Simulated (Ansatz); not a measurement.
# FH₆NSi₂: how energies converge with the basis set

The task here is to estimate one member of a computed series from the others.

Method: one geometry, several basis sets; program: Ansatz 0.2.0, Gaussian basis.

The runs, in order: PBE0-D4/def2-SVP; ωB97M-V/def2-SVP; PBE0-D4/def2-QZVPP; ωB97M-V/def2-QZVPP; CCSD(T)/cc-pV(D+d)Z; CCSD(T)/cc-pV(T+d)Z; CCSD(T)/cc-pV(Q+d)Z; the functionals' def2-TZVPP values are taken from earlier runs.

**The relaxed structure**

An earlier PBE0-D4 in a triple-zeta def2 set relaxation fixed the geometry.

SMILES `F[SiH2]N[SiH3]`, 10 atoms, charge 0, spin multiplicity 1.

Atoms are counted from 1 here; the program's logs count them from 0.

Bond lengths: F1–Si2 1.602 Å, Si2–N3 1.706 Å, Si2–H5 1.480 Å, Si2–H6 1.478 Å, N3–Si4 1.733 Å, N3–H7 1.011 Å, Si4–H8 1.487 Å, Si4–H9 1.483 Å, Si4–H10 1.487 Å. Angles: F1–Si2–N3 112.6°, F1–Si2–H5 106.0°, F1–Si2–H6 106.5°, N3–Si2–H5 109.3°, N3–Si2–H6 108.8°, H5–Si2–H6 113.7°, Si2–N3–Si4 128.1°, Si2–N3–H7 115.6°, Si4–N3–H7 115.9°, N3–Si4–H8 112.0°, N3–Si4–H9 106.7°, N3–Si4–H10 110.9°, H8–Si4–H9 109.6°, H8–Si4–H10 107.7°, H9–Si4–H10 109.9°.

The first run:

The input, in.yaml:

```yaml
crystal:
  periodic: [false, false, false]
  atoms:
    - {symbol: F, position_ang: [-2.181006, 0.400076, -1.256829]}
    - {symbol: Si, position_ang: [-0.764481, 1.023690, -0.845247]}
    - {symbol: N, position_ang: [0.397604, -0.171314, -0.482199]}
    - {symbol: Si, position_ang: [0.699046, -0.942831, 1.040382]}
    - {symbol: H, position_ang: [-0.309533, 1.809096, -2.014692]}
    - {symbol: H, position_ang: [-1.001717, 1.841057, 0.363373]}
    - {symbol: H, position_ang: [0.903348, -0.543691, -1.274570]}
    - {symbol: H, position_ang: [0.339214, -2.385618, 1.014387]}
    - {symbol: H, position_ang: [-0.134652, -0.240692, 2.046620]}
    - {symbol: H, position_ang: [2.135278, -0.840773, 1.411674]}
basis:
  gaussian: {orbitals: def2-SVP}
hamiltonian: {xc: pbe0, dispersion: d4}
output: {orbitals: {seedname: orbitals}}
```

On the command line:

```
ansatz run in.yaml --threads 2 --pin off --events-out ev --progress --plain --max-ram 20480MiB --backend cpu
```

Among the steps run: PBE0-D4 in def2-SVP; ωB97M-V in def2-SVP; PBE0-D4 in def2-QZVPP; ωB97M-V in def2-QZVPP.

One of the session's tables, all rows but one given; the rest of the session is left out.

It belongs to the step «Density functionals: the series». 

| functional | basis | HOMO (eV) | LUMO (eV) |
| --- | --- | --- | --- |
| PBE0-D4 | def2-SVP | -8.01 | 0.58 |
| PBE0-D4 | def2-TZVPP | -8.13 | 0.01 |
| PBE0-D4 | def2-QZVPP | -8.15 | -0.18 |
| ωB97M-V | def2-SVP | -10.29 | 2.42 |
| ωB97M-V | def2-TZVPP | ? | ? |
| ωB97M-V | def2-QZVPP | -10.46 | 1.19 |

Q: Estimate the row for ωB97M-V, def2-TZVPP from the others.

**Answer.** HOMO (eV): -10.44; LUMO (eV): 1.59. In the column «HOMO (eV)» it lies between ωB97M-V, def2-QZVPP (-10.46) and ωB97M-V, def2-SVP (-10.29).
